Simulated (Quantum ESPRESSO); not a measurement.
PtSe:

```
CELL_PARAMETERS angstrom
3.70187 0.00000 0.00000
-1.85094 3.20591 0.00000
0.00000 0.00000 3.61284
ATOMIC_POSITIONS crystal
Pt 0.00000 0.00000 0.00000
Se 0.66667 0.33333 0.50000
```

The cell comes from a database or a generator and needn't be the stable form of this composition.

```yaml
Program: Quantum ESPRESSO 7.5
Task: phonons
Functional: LDA
Potentials_or_basis: PseudoDojo 0.4.1 SR LDA standard
Cutoff: 1170 eV
Density_cutoff: 4680 eV
k_mesh: 4 × 4 × 4, shifted
Occupations: fermi-dirac, width 0.05 eV
Spin: no spin polarisation
Form_of_the_LDA_correlation: PW92
Mixing_beta: 0.5
Most_SCF_iterations: 120
SCF_threshold: 4e-10 Ry
```

The cell and the atoms were relaxed first, to 17.74 Å³/atom (a = 3.507 Å, b = 3.507 Å, c = 3.330 Å, α = 90.00°, β = 90.00°, γ = 120.00°), and the response was taken there.

Task: Which optical modes does the crystal have at the zone centre, and which show in infrared and Raman spectra?

Result: The optical modes are E' + A''2. Infrared active: E' + A''2. Raman active: E'.

Optical modes at Γ, degenerate ones joined:
```csv
cm⁻¹,components,symmetry,active in
55i,2,E',IR and Raman
115,1,A''2,IR
```

Caveat: the k mesh is coarse (spacing up to 0.49 Å⁻¹), so the values aren't converged; the mesh is thin for the phonons of a metal; some modes are imaginary; the volume moved by over 15 % at a fixed basis, so the end points are rough.
